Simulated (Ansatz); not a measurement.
Runs of Ansatz 0.2.0 on GeW. The structure is cubic, space group Fm-3m (No. 225). Conventional cell: a = 5.155 Å, b = 5.155 Å, c = 5.155 Å, α = 90.00°, β = 90.00°, γ = 90.00°. Ge (site symmetry m-3m) has 6 W at 2.58 Å as nearest neighbours. W (site symmetry m-3m) is surrounded by 6 Ge at 2.58 Å. The cell was built by a generator and needn't be a form met in nature.

```tsv
level	gap on the mesh (eV)	pressure (GPa)	relaxed volume (Å³/atom)
revPBE+D4	none	0.0	16.66
RPBE+D3(BJ)	none	0.0	(a)
PBEsol+D4	none	0.0	16.33
RPBE+D4	none	0.0	16.62
revPBE+D3(BJ)	none	0.0	(b)
PBEsol+D3(BJ)	none	0.0	16.12
```

Alike in all rows: task relaxation of cell and atoms; potentials or basis Ansatz PAW; no spin polarisation; cell relaxed; k mesh 9 × 9 × 9; cutoff (eV) 420; smearing fermi-dirac 0.05 eV.

Problem. Fill in the values left out.

Solution. (a) 14.56; (b) 16.47.

Caveats: the plane-wave basis is chosen anew once the cell has moved, so the energies of steps on either side of that aren't comparable; pairwise dispersion overbinds metals, which lowers pressure and volume; the PAW data sets come from PBE, with cores solved anew for the run's functional, which leaves a small shift of forces and pressure.

A k mesh can miss the band edges, and the runs leave out spin-orbit coupling on Ge, W.

A gap of «none» marks a metal or a gap under the smearing width.

Runs at the PBE level aren't shown here.
